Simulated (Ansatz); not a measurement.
**BH₄N₂SSb: one species, many methods**

The task here is to estimate one member of a computed series from the others.

Method: functionals in def2-TZVPP, the program's frozen cores in correlated methods; program: Ansatz 0.2.0, Gaussian basis.

The runs, in order: LDA (SPW92), PBE-D4, revPBE-D4, BLYP-D4, r2SCAN-D4, B97M-V, PBE0-D4, B3LYP-D4, r2SCANh-D4, r2SCAN0-D4, HSE06-D4, BHLYP-D4, CAM-B3LYP-D4, LC-ωPBE, ωB97X-V, ωB97M-V, B2PLYP, PBE-QIDH; CCSD(T)/def2-SVP; CCSD(T)/def2-TZVPP; MP2/def2-QZVPP; extrapolation to the limit; RPA on PBE.

**The relaxed structure**

All runs share one geometry, relaxed beforehand with PBE0-D4 in a triple-zeta def2 set. Sb takes the def2 core potential; no spin-orbit term is included.

SMILES `NB1[NH][SbH][S]1`, 9 atoms, charge 0, spin multiplicity 1.

Atoms are counted from 1 here; the program's logs count them from 0.

Bond lengths: N1–B2 1.403 Å, N1–H6 1.004 Å, N1–H7 1.003 Å, B2–N3 1.422 Å, B2–S5 1.869 Å, N3–Sb4 2.033 Å, N3–H8 1.006 Å, Sb4–S5 2.425 Å, Sb4–H9 1.729 Å. Angles: B2–N1–H6 123.2°, B2–N1–H7 122.5°, H6–N1–H7 114.3°, N1–B2–N3 128.2°, N1–B2–S5 122.7°, N3–B2–S5 109.1°, B2–N3–Sb4 100.5°, B2–N3–H8 127.7°, Sb4–N3–H8 128.5°, N3–Sb4–S5 73.8°, N3–Sb4–H9 96.5°, S5–Sb4–H9 96.5°, B2–S5–Sb4 76.2°.

Set-up of the first run:

The input, in.yaml:

```yaml
crystal:
  periodic: [false, false, false]
  atoms:
    - {symbol: N, position_ang: [1.165383, 1.060547, -0.793016]}
    - {symbol: B, position_ang: [0.122310, 0.251410, -0.317168]}
    - {symbol: N, position_ang: [0.209858, -0.888700, 0.528860]}
    - {symbol: Sb, position_ang: [-1.716903, -1.536043, 0.479035]}
    - {symbol: S, position_ang: [-1.668540, 0.545371, -0.763860]}
    - {symbol: H, position_ang: [2.127871, 0.920856, -0.542655]}
    - {symbol: H, position_ang: [1.005352, 1.850143, -1.391181]}
    - {symbol: H, position_ang: [1.036098, -1.399394, 0.789852]}
    - {symbol: H, position_ang: [-2.192829, -0.850591, 1.993133]}
basis:
  gaussian: {orbitals: def2-TZVPP}
hamiltonian: {xc: lda}
output: {orbitals: {seedname: orbitals}}
```

On the command line:

```console
> ansatz run in.yaml --threads 4 --pin off --events-out ev --progress --plain --max-ram 10444MiB
```

Among the steps run: LDA; PBE-D4 (GGA); revPBE-D4 (GGA); BLYP-D4 (GGA); r2SCAN-D4 (meta-GGA); B97M-V (meta-GGA); B3LYP-D4 (hybrid); r2SCANh-D4 (hybrid); r2SCAN0-D4 (hybrid); HSE06-D4 (hybrid); BHLYP-D4 (hybrid); CAM-B3LYP-D4 (range-separated); LC-ωPBE (range-separated); ωB97X-V (range-separated); ωB97M-V (range-separated); B2PLYP (double hybrid); PBE-QIDH (double hybrid).

One table of the session follows, with a row left open; its other results are not shown here.

It belongs to the step «Orbital energies across the functionals». 

| functional | HOMO (eV) | LUMO (eV) | gap (eV) |
| --- | --- | --- | --- |
| LDA (SPW92) | -5.51 | -2.50 | 3.01 |
| PBE-D4 | -5.38 | -2.28 | 3.10 |
| revPBE-D4 | -5.34 | -2.19 | 3.15 |
| BLYP-D4 | -5.22 | -2.17 | 3.05 |
| r2SCAN-D4 | -5.65 | -2.13 | 3.52 |
| B97M-V | -5.71 | -2.12 | 3.58 |
| PBE0-D4 | -6.54 | -1.53 | 5.01 |
| B3LYP-D4 | ? | ? | ? |
| r2SCANh-D4 | -6.08 | -1.86 | 4.22 |
| r2SCAN0-D4 | -6.72 | -1.45 | 5.27 |
| HSE06-D4 | -6.15 | -1.90 | 4.25 |
| BHLYP-D4 | -7.55 | -0.74 | 6.81 |
| CAM-B3LYP-D4 | -7.79 | -0.58 | 7.21 |
| LC-ωPBE | -9.11 | 0.50 | 9.61 |
| ωB97X-V | -8.78 | 0.39 | 9.17 |
| ωB97M-V | -8.64 | 0.21 | 8.84 |

**Question.** Estimate the row for B3LYP-D4.

Worked estimate for «HOMO (eV)». Against the share of exact exchange, BLYP-D4 (0, -5.22), BHLYP-D4 (0.5, -7.55) give a slope of -4.66 per unit share; at 0.2 the line stands at -6.15.

As computed: HOMO (eV): -6.31; LUMO (eV): -1.74; gap (eV): 4.57. In «HOMO (eV)» the line misses by +0.16.
